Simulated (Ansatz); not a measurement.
# LuHfF: the cost of one run

Program: Ansatz 0.2.0. Level of theory: DFT PBE, scalar-relativistic, plane waves, PAW. These are calculated values, not measurements.

## Step 1: The system as given

It takes space group P4/nmm (No. 129, tetragonal). Conventional cell: a = 3.792 Å, b = 3.792 Å, c = 7.766 Å, α = 90.00°, β = 90.00°, γ = 90.00°. Around Lu (site symmetry 4mm) lie 5 F at 2.62 to 2.68 Å and 1 Hf at 2.97 Å. Hf (site symmetry 4mm) has 1 F at 2.17 Å in its first shell of neighbours. F (site symmetry 4mm) has 1 Hf at 2.17 Å and 5 Lu at 2.62 to 2.68 Å in its first shell of neighbours.

As a file:

```cif
data_structure
_symmetry_space_group_name_H-M 'P 1'
_symmetry_Int_Tables_number 1
_cell_length_a 3.7922
_cell_length_b 3.7922
_cell_length_c 7.7665
_cell_angle_alpha 90.000
_cell_angle_beta 90.000
_cell_angle_gamma 90.000
_cell_volume 111.69
loop_
_atom_site_label
_atom_site_type_symbol
_atom_site_fract_x
_atom_site_fract_y
_atom_site_fract_z
_atom_site_occupancy
Lu1 Lu 0.50000 0.00000 0.83066 1
Lu2 Lu 0.00000 0.50000 0.16934 1
Hf1 Hf 0.50000 0.00000 0.44808 1
Hf2 Hf 0.00000 0.50000 0.55192 1
F1 F 0.50000 0.00000 0.16810 1
F2 F 0.00000 0.50000 0.83190 1
```

A structure generator made this guess: species swapped into a database cell of EuSnP (P4/nmm, No. 129), with Lu on the Eu sites, Hf on the Sn sites and F on the P sites. Its size is a rough estimate.

## Step 2: The guess as it stands, on a coarse mesh

File input.yaml:

```yaml
crystal:
  lattice:
    - [3.79220265, 0.0, 0.0]
    - [0.0, 3.79220265, 0.0]
    - [0.0, 0.0, 7.76646833]
  atoms:
    - { symbol: Lu, position: [0.5, 0.0, 0.83065999] }
    - { symbol: Lu, position: [0.0, 0.5, 0.16934001] }
    - { symbol: Hf, position: [0.5, 0.0, 0.44808] }
    - { symbol: Hf, position: [0.0, 0.5, 0.55192] }
    - { symbol: F, position: [0.5, 0.0, 0.1681] }
    - { symbol: F, position: [0.0, 0.5, 0.8319] }
basis:
  ecutwfc: 420
kpoints:
  mp_grid: { grid: [4, 4, 2] }
hamiltonian:
  xc: pbe
scf:
  occupations: { method: gaussian, width: 0.1 }
  lower_state_search: "off"
output:
  forces: true
  stress: true
  eigenvalues: true
```

Started as:

```bash
> ansatz run input.yaml --threads 1 --pin off --max-ram 2560MiB --backend cpu --events-out ev --progress --plain --runs-dir out
```

What time and memory should one allow on 1 thread of Intel Xeon at 2.50GHz (Skylake/Cascade Lake), shared host?

About 19 s, with a peak of 0.46 GiB.
